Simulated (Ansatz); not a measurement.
# TiN (TiN (100), 3 layers): how the settings move a single-point run

How sensitive is a single-point run of TiN (TiN (100), 3 layers) to its settings? A reference run comes first, then one run with altered input.

Method: reference: DFT, PBE, PAW with Ansatz's default frozen-core files, scalar-relativistic, in Ansatz 0.2.0.

## Step 1: Starting point

It takes space group P4/mmm (No. 123, tetragonal). The conventional cell has a = 3.003 Å, b = 3.003 Å, c = 20.247 Å, α = 90.00°, β = 90.00°, γ = 90.00°. Ti (site symmetry 4mm) has 5 N at 2.12 Å as nearest neighbours. N (site symmetry 4mm) is surrounded by 5 Ti at 2.12 Å. Around Ti (site symmetry 4/mmm) lie 6 N at 2.12 Å. N (site symmetry 4/mmm) has 6 Ti at 2.12 Å as nearest neighbours.

Coordinates:

```
CELL_PARAMETERS angstrom
3.00328 0.00000 0.00000
0.00000 3.00328 0.00000
0.00000 0.00000 20.24730
ATOMIC_POSITIONS crystal
Ti 0.25000 0.25000 0.39512
N 0.75000 0.75000 0.39512
Ti 0.75000 0.75000 0.50000
N 0.25000 0.25000 0.50000
Ti 0.25000 0.25000 0.60488
N 0.75000 0.75000 0.60488
```

## Step 2: The reference run

File input.yaml:

```yaml
crystal:
  lattice:
    - [3.0032769428, 0.0, 0.0]
    - [0.0, 3.0032769428, 0.0]
    - [0.0, 0.0, 20.2473]
  atoms:
    - { symbol: Ti, position: [0.25, 0.25, 0.3951150281] }
    - { symbol: "N", position: [0.75, 0.75, 0.3951150281] }
    - { symbol: Ti, position: [0.75, 0.75, 0.5] }
    - { symbol: "N", position: [0.25, 0.25, 0.5] }
    - { symbol: Ti, position: [0.25, 0.25, 0.6048849719] }
    - { symbol: "N", position: [0.75, 0.75, 0.6048849719] }
kpoints:
  mp_grid: { grid: [12, 12, 1] }
scf:
  occupations: { method: fermi_dirac, width: 0.08 }
hamiltonian:
  xc: pbe
  pseudopotentials: { kind: paw }
output:
  forces: true
  stress: true
  eigenvalues: true
  populations: true
efield:
  axis: 3
  amplitude: 0
  dipole_correction: true
```

Started as:

```sh
$ ansatz run input.yaml --threads 2 --pin off --max-ram 4096MiB --backend cpu --events-out ev --progress --plain --runs-dir out
```

## Step 3: Changing settings: occupations.method tetrahedron_uncorrected, chi_scale 0.3, width left out

Changes to input.yaml since step 2:

```diff
@@ -15,3 +15,4 @@
 scf:
-  occupations: { method: fermi_dirac, width: 0.08 }
+  occupations: { method: tetrahedron_uncorrected }
+  initial_density: { chi_scale: 0.3 }
 hamiltonian:
```

**Question.** What will these runs give? Wanted: for each run, ending; energy change; gap; force.

As calculated:

| run | ending | energy change | gap (eV) | force (eV/Å) | cycles | time |
| --- | --- | --- | --- | --- | --- | --- |
| reference | converged | 0 | 0.00 | 1.84 | 8 | 8.2 s |
| 1: occupations.method tetrahedron_uncorrected, chi_scale 0.3, width left out | converged | +9.8 meV/atom (σ→0) | 0.00 | 1.79 | 16 | 11 s |

Residual by cycle in the longest SCF loop of each run; runs are numbered as in the table. The quantity is the density residual dr2, in eV.

```csv
cycle,reference,run 1
1,0.011,95.3
2,0.00443,32.4
4,5.2e-5,2.73
5,1.3e-5,0.748
6,1.5e-6,2.34
8,1.3e-8,0.0269
9,-,0.00284
11,-,5.0e-5
12,-,1.1e-5
13,-,1.2e-6
15,-,2.3e-7
16,-,7.5e-8
```

**Reading.** Changing the smearing and start moves the energy by +9.8 meV/atom (σ→0 values), and the largest force goes from 1.84 to 1.79 eV/Å. Cost: 16 SCF cycles against 8. The reference leaves spin out although Ti can carry a moment, so its state need not be the lowest.
